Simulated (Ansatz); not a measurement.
# Br2Na2: the cost of one run

Method: the levels named in each step, in Ansatz 0.2.0.

**1. The system as given**

Bond lengths: Br1–Na3 2.674 Å, Br2–Na3 2.674 Å, Br1–Na4 2.674 Å, Br2–Na4 2.674 Å. Angles: Br1–Na3–Br2 93.9°, Na3–Br1–Na4 86.1°, Na3–Br2–Na4 86.1°, Br1–Na4–Br2 93.9°.

Structure file:

```xyz
4

Br   -0.2594   -1.3149   -1.4221
Br    0.2596    1.3147    1.4223
Na   -1.5278   -0.5784    0.8138
Na    1.5273    0.5790   -0.8143
```

**2. A rough first relaxation, PBE-D4/def2-SVP**

This run stands in another session on the same molecule. It ended at:

```xyz
4

Br   -0.2839   -1.4379   -1.5553
Br    0.2839    1.4379    1.5553
Na   -1.3749   -0.5207    0.7324
Na    1.3746    0.5211   -0.7327
```

**3. Relaxation, B2PLYP/def2-TZVPP**

Input file input.yaml:

```yaml
crystal:
  periodic: [false, false, false]
  atoms:
    - { symbol: Br, position_ang: [-0.28394884, -1.43787285, -1.55530975] }
    - { symbol: Br, position_ang: [0.28390198, 1.43794074, 1.55525653] }
    - { symbol: Na, position_ang: [-1.37489093, -0.52070498, 0.73237767] }
    - { symbol: Na, position_ang: [1.37459778, 0.52107709, -0.73266444] }
basis:
  gaussian: { orbitals: def2-TZVPP }
hamiltonian:
  xc: { name: B2PLYP }
relax:
  f_tol: 0.002
  max_steps: 150
```

Command:

```
$ ansatz run input.yaml --threads 4 --pin off --max-ram 10240MiB --backend cpu --events-out ev --progress --plain --runs-dir out
```

Q: Estimate wall time and peak memory on 4 threads of Arm Neoverse V2, shared host.

About 41 s, with a peak of 0.61 GiB.
